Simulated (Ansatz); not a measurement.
# Al3N: the cost of one run

Program: Ansatz 0.2.0. Level of theory: DFT PBE, scalar-relativistic, plane waves, PAW. These are calculated values, not measurements.

6 further runs of the same task are left out: 6 set aside as unsound or not needed. Runs told in other sessions of the task aren't counted.

## 1. The structure to begin with

Symmetry: P1, No. 1, triclinic system. The conventional cell has a = 2.857 Å, b = 2.857 Å, c = 21.601 Å, α = 90.00°, β = 90.00°, γ = 120.00°. Al (site symmetry 1) is surrounded by 9 Al at 2.83 to 2.86 Å. Around Al (site symmetry 1) lie 12 Al at 2.83 to 2.86 Å. Al (site symmetry 1) has 2 N at 1.58 to 2.28 Å in its first shell of neighbours. Around N (site symmetry 1) lie 2 Al at 1.58 to 2.28 Å.

As a file:

```
Al N
1.0
     2.85676    0.00000    0.00000
    -1.42838    2.47403    0.00000
     0.00000    0.00000   21.60138
Al N
3 1
Direct
  0.66667 0.33333 0.18517
  0.33333 0.66667 0.29168
  0.00000 0.00000 0.39819
  0.33333 0.00000 0.45652
```

This is the geometry of the first run shown, built on a cell relaxed beforehand with the same method.

## 2. The scan

Atoms count from 1 in the order of the input.

N is moved along a line over the surface and along the normal, above a rigid substrate.

First coordinate, position of N4 along the first surface vector, from above Al3: 6 values from 0.00 to 2.38 Å, periodic. Second coordinate, height of N4 above the plane of Al3: 7 values from 0.85 to 3.67 Å.

Nothing else is relaxed. Points are written as (first, second).

## 3. Grid point (0.95 Å, 1.26 Å)

A dipole layer in the vacuum cancels the field that periodic copies would set up if the slab's two faces differ.

input.yaml

```yaml
crystal:
  lattice:
    - [2.8567582919, 0.0, 0.0]
    - [-1.428379146, 2.4740252533, 0.0]
    - [0.0, 0.0, 21.6013781961]
  atoms:
    - { symbol: Al, position: [0.6666666667, 0.3333333333, 0.1851733701] }
    - { symbol: Al, position: [0.3333333333, 0.6666666667, 0.2916813827] }
    - { symbol: Al, position: [0.0, 0.0, 0.3981865471] }
    - { symbol: "N", position: [0.3333333333, 0.0, 0.4565161587], spin: 3.0 }
basis:
  ecutwfc: 420
kpoints:
  mp_grid: { grid: [9, 9, 1] }
hamiltonian:
  xc: pbe
  pseudopotentials: { kind: paw, azcp: { folder: soft_1 } }
scf:
  occupations: { method: gaussian, width: 0.1 }
output:
  forces: true
  eigenvalues: true
  populations: true
magnetization:
  spin_polarized: true
efield:
  axis: 3
  dipole_correction: true
  ramp_width: 0.04
```

Started as:

```sh
$ ansatz run input.yaml --threads 1 --pin off --max-ram 3072MiB --backend cpu --events-out ev --progress --plain --runs-dir out
```

What time and memory should one allow on 1 thread of Intel Xeon Platinum 8259CL at 2.50GHz (Skylake/Cascade Lake), shared host?

About 39 s, with a peak of 0.48 GiB.
